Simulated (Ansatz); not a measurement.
# SiTeH₃− (SMILES [SiH2-][TeH]): single points off equilibrium

The atoms stand at a structure displaced at random from a GFN2-xTB minimum. How far do the functionals agree with CCSD(T) there?

Program: Ansatz 0.2.0, Gaussian basis. Level of theory: single points in def2-TZVPPD. These are calculated values, not measurements.

Correlated methods freeze the cores. Filled d shells of the heavier atoms are correlated. Core potentials replace the inner electrons past krypton, and spin-orbit coupling is left out.

## Step 1: Where the work starts

SMILES `[SiH2-][TeH]`, 5 atoms, charge -1, spin multiplicity 1.

Atoms are counted from 1 here; the program's logs count them from 0.

Bond lengths: Si1–Te2 2.481 Å, Si1–H3 1.593 Å, Si1–H4 1.523 Å, Te2–H5 1.787 Å. Angles: Te2–Si1–H3 99.7°, Te2–Si1–H4 100.2°, H3–Si1–H4 92.6°, Si1–Te2–H5 97.8°.

Geometry (Å):

```
Si   -0.4977   -0.7198   -0.3672
Te    0.8988    1.2080    0.3314
H    -1.2418   -1.0254    1.0081
H     0.4936   -1.8585   -0.1639
H     0.3114    2.3830   -0.8802
```

## Step 2: CCSD(T)/def2-TZVPPD

Input file run/in.yaml:

```yaml
crystal:
  periodic: [false, false, false]
  atoms:
    - {symbol: Si, position_ang: [-0.497700, -0.719800, -0.367200]}
    - {symbol: Te, position_ang: [0.898800, 1.208000, 0.331400]}
    - {symbol: H, position_ang: [-1.241800, -1.025400, 1.008100]}
    - {symbol: H, position_ang: [0.493600, -1.858500, -0.163900]}
    - {symbol: H, position_ang: [0.311400, 2.383000, -0.880200]}
basis:
  gaussian: {orbitals: "def2-TZVPPD.json"}
total_charge: -1
correlation: {method: ccsd_t}
output: {forces: true}
```

The basis file named in the input lies beside it (Basis Set Exchange, JSON).

The command line of these runs was not kept.

## Step 3: PBE0-D4/def2-TZVPPD

run/in.yaml: that of step 2 with these lines changed.

```diff
@@ -11,3 +11,3 @@
 total_charge: -1
-correlation: {method: ccsd_t}
-output: {forces: true}
+hamiltonian: {xc: pbe0, dispersion: d4}
+output: {forces: true, orbitals: {seedname: orbitals}}
```

## Step 4: wB97M-V/def2-TZVPPD

run/in.yaml: that of step 3 with these lines changed.

```diff
@@ -11,3 +11,3 @@
 total_charge: -1
-hamiltonian: {xc: pbe0, dispersion: d4}
-output: {forces: true, orbitals: {seedname: orbitals}}
+hamiltonian: {xc: {name: wB97M-V}}
+output: {forces: true}
```

## Step 5: r2SCAN-D4/def2-TZVPPD

run/in.yaml: that of step 4 with these lines changed.

```diff
@@ -11,3 +11,3 @@
 total_charge: -1
-hamiltonian: {xc: {name: wB97M-V}}
+hamiltonian: {xc: r2scan, dispersion: d4}
 output: {forces: true}
```

## Step 6: PBE-D4/def2-TZVPPD

run/in.yaml: that of step 5 with these lines changed.

```diff
@@ -11,3 +11,3 @@
 total_charge: -1
-hamiltonian: {xc: r2scan, dispersion: d4}
+hamiltonian: {xc: pbe, dispersion: d4}
 output: {forces: true}
```

## Step 7: r2SCANh-D4/def2-TZVPPD

run/in.yaml: that of step 6 with these lines changed.

```diff
@@ -11,3 +11,3 @@
 total_charge: -1
-hamiltonian: {xc: pbe, dispersion: d4}
+hamiltonian: {xc: {name: r2SCANh}, dispersion: d4}
 output: {forces: true}
```

## Step 8: LC-wPBE/def2-TZVPPD

run/in.yaml: that of step 7 with these lines changed.

```diff
@@ -11,3 +11,3 @@
 total_charge: -1
-hamiltonian: {xc: {name: r2SCANh}, dispersion: d4}
+hamiltonian: {xc: {name: LC-wPBE}}
 output: {forces: true}
```

(Steps that only read results are left out.)

**Question.** What will these runs give? Wanted: RMS force component; RMS force error; HOMO and LUMO, PBE0-D4; T1 diagnostic.

**Answer**, as computed:

| quantity | value |
| --- | --- |
| RMS force component | 0.694 to 0.835 eV/Å over the methods |
| RMS force error | PBE0-D4 0.085, wB97M-V 0.039, r2SCAN-D4 0.100, PBE-D4 0.195, r2SCANh-D4 0.080, LC-wPBE 0.137 eV/Å |
| HOMO and LUMO, PBE0-D4 | -0.53 and 3.01 eV |
| T1 diagnostic | 0.013 |

What this shows: On forces the order runs from wB97M-V to PBE-D4. Frozen-core CCSD(T) forces in triple zeta carry basis errors of their own, and this is one geometry, so small gaps rank nothing.
